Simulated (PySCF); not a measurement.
# FeO (FeO): the cost of one run

Computed with PySCF 2.14.0, with density-fitted response routines of our own, on a single molecule in the gas phase. Atoms count from 0, in the outputs and in this text.

**1. Starting geometry**

2 atoms, charge 0, multiplicity 5; geometry from: GFN2-xTB. The atoms were then displaced at random by about 0.03 Å, so the start is not that level's minimum.

Bonds of the start (Å): O0–Fe1 1.68.

**2. Geometry optimisation at PBE0-D3(BJ)/def2-SVP**

Job settings and geometry (Å):

```
{"job": {"xc": "PBE0", "basis": "def2-SVP", "d3": "d3bj", "grid": 1, "shake": 0.03, "kind": "geom"}, "charge": 0, "multiplicity": 5}
O      0.864450    -0.081750     0.006010
Fe    -0.814740    -0.005960    -0.028240
```

Run with:

```console
> OMP_NUM_THREADS=1 python probes_run.py task.json out
```

One launch serves the whole session: the jobs run in the order shown.

Q: Estimate the wall time and peak memory of this first job on 1 thread of Arm Neoverse V1, shared host.

About 12 s, with a peak of 0.24 GiB.
